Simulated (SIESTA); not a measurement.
Crystal: GdFeAsO.

```
Gd As Fe O
1.0
     3.99652    0.00000    0.00000
     0.00000    3.99652    0.00000
     0.00000    0.00000    9.11061
Gd As Fe O
2 2 2 2
Cartesian
  0.0000 1.9983 3.4361
  1.9983 0.0000 5.6745
  1.9983 0.0000 1.6660
  0.0000 1.9983 7.4446
  1.9983 1.9983 0.0000
  0.0000 0.0000 0.0000
  1.9983 1.9983 4.5553
  0.0000 0.0000 4.5553
```

The cell is a database's computed one.

```yaml
Program: SIESTA 5.4.2
Task: single point
Functional: PBE
Potentials_or_basis: PseudoDojo 0.4 standard with PseudoDojo 3+ lanthanides (4f in the core) (PBE files)
Basis: DZP (energy shift 0.003 Ry; two zetas on semicore shells)
Grid_cutoff: 800 Ry
Energy_shift: 0.003 Ry
k_mesh: 7 × 7 × 3
Occupations: fermi-dirac, width 0.05 eV
Spin: collinear spin, ferromagnetic start
Starting_moments: "[7.0, 7.0, 0.0, 0.0, 3.0, 3.0, 0.0, 0.0] μB"
```

On this cell: pressure -6.4 GPa; largest force 0.979 eV/Å; net moment 6.28 μB per cell; site moments Gd -0.02; As -0.01; Fe +3.16; O +0.00 μB; band gap on the k mesh none (metal or under the smearing width).

The same run follows on a disturbed copy (atoms moved at random, drawn with an rms of 0.05 Å):

```
Gd As Fe O
1.0
     3.99652    0.00000    0.00000
     0.00000    3.99652    0.00000
     0.00000    0.00000    9.11061
Gd As Fe O
2 2 2 2
Cartesian
  -0.0111 2.0031 3.4514
  1.9776 -0.0085 5.7169
  2.0048 0.0161 1.6802
  -0.0398 2.0013 7.4215
  2.0533 2.0336 0.0127
  -0.0040 0.0294 0.0001
  1.9665 1.9571 4.5709
  0.0002 -0.0147 4.5530
```

Q: What does the disturbed cell give?

A: The energy (extrapolated to zero smearing) moves by +8.4 meV/atom; pressure -6.8 GPa; largest force 1.181 eV/Å; net moment 6.29 μB per cell; site moments Gd -0.02; As -0.01, -0.00; Fe +3.17; O +0.00 μB; band gap on the k mesh none (metal or under the smearing width).

Forces in eV/Å, atoms in the order of the input:
```
Gd  -0.089 -0.178 -0.107
Gd   0.033 -0.129 -0.187
As  -0.041  0.032 -1.092
As   0.282  0.062  1.145
Fe  -0.248 -0.077 -0.001
Fe   0.021 -0.064 -0.013
O    0.244  0.330  0.061
O   -0.203  0.027  0.195
```

Stress tensor (GPa, compression positive):
```
-7.15  0.00 -0.17
 0.00 -6.94  0.05
-0.18  0.05 -6.22
```

Caveats: short orbitals over semicore shells can move pressures by several GPa; spin-orbit coupling is left out, which moves the levels of the heavy elements; the 4f electrons are frozen in the core as for a trivalent ion, so they carry no moment and show no levels; the basis of atomic orbitals isn't converged, which shifts pressures, moduli and gaps; semilocal functionals often make such compounds metallic where correlation or magnetic order opens a gap, which also shifts bond lengths; only a ferromagnetic start was run, and an antiferromagnetic order may lie lower in energy.
